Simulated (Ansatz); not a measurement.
I need a rigid torsion scan of AlH₄NOSSi, SMILES O[SiH]1[NH][Al]1[SH]. Use Ansatz's Python interface. Use (for the species named): B3LYP, 6-31G* basis, multiplicity 1.

```xyz
9

O     0.3297   -0.1523   -2.4537
Si    0.8026    0.1488   -0.8538
N     0.4898   -1.3323    0.1191
Al   -0.7779   -0.1369    0.7309
S    -2.6280    0.4162    2.0017
H     0.1602    0.8189   -2.8368
H     2.2303    0.5848   -0.6909
H     1.2743   -1.3375    0.8890
H    -1.7926    0.9440    3.0774
```

The script, `torsion_alh4nossi.py`:
```python
# -*- coding: utf-8 -*-
"""Energy of AlH4NOSSi as one group turns about a bond."""

import ansatz as az
from ase import Atoms


def main():
    atoms = Atoms(["O", "Si", "N", "Al", "S", "H", "H", "H", "H"], positions=[
        [0.3297, -0.1523, -2.4537],
        [0.8026, 0.1488, -0.8538],
        [0.4898, -1.3323, 0.1191],
        [-0.7779, -0.1369, 0.7309],
        [-2.628, 0.4162, 2.0017],
        [0.1602, 0.8189, -2.8368],
        [2.2303, 0.5848, -0.6909],
        [1.2743, -1.3375, 0.889],
        [-1.7926, 0.944, 3.0774],
    ])

    # start the scan from a relaxed geometry
    first = az.Crystal.molecule_from_ase(atoms).calculation()
    first = first.basis(gaussian="6-31G*")
    first = first.functional("b3lyp")
    first = first.relax(force_tolerance=0.02, max_steps=80)
    atoms.positions = first.run(threads=1).report["positions_ang"]

    start = atoms.get_dihedral(2, 1, 0, 5)
    energies = {}
    for turn in range(0, 360, 40):
        turned = atoms.copy()
        turned.set_dihedral(2, 1, 0, 5, start + turn, indices=[0, 5])
        base = (
            az.Crystal.molecule_from_ase(turned).calculation()
            .basis(gaussian="6-31G*")
            .functional("b3lyp")
        )
        energies[round((start + turn) % 360)] = base.run(threads=1).report["free_energy_ev"]
    floor = min(energies.values())
    print("dihedral N2-Si1-O0-H5 (deg)   E - E(min) (kJ/mol)")
    for angle, e in sorted(energies.items()):
        print(f"{angle:8d} {96.485332 * (e - floor):14.3f}  " + "#" * int(30 * (e - floor) / max(max(energies.values()) - floor, 1e-9)))


if __name__ == "__main__":
    main()
```

Running `python torsion_alh4nossi.py` prints:
```text
dihedral N2-Si1-O0-H5 (deg)   E - E(min) (kJ/mol)
      14          7.393  ###########
      54          0.000
      94          6.478  ##########
     134         16.131  #########################
     174         16.460  #########################
     214         11.817  ##################
     254         12.457  ###################
     294         18.891  #############################
     334         19.025  ##############################
```

What to keep in mind:
- These settings explore the input space; basis and method may be short of convergence.
- The scan is rigid and the energies are electronic, in a modest basis. With rigid groups the curve can differ much from the relaxed path, the start wasn't checked as a minimum of this torsion, and equivalent turns needn't return to the same energy.
- b3lyp holds the VWN-RPA fit, as in Gaussian; the form of ORCA and Turbomole is b3lyp5.
- Timing: 110 s on 1 thread of Arm Neoverse V2, on a shared host, peak memory 0.28 GiB.
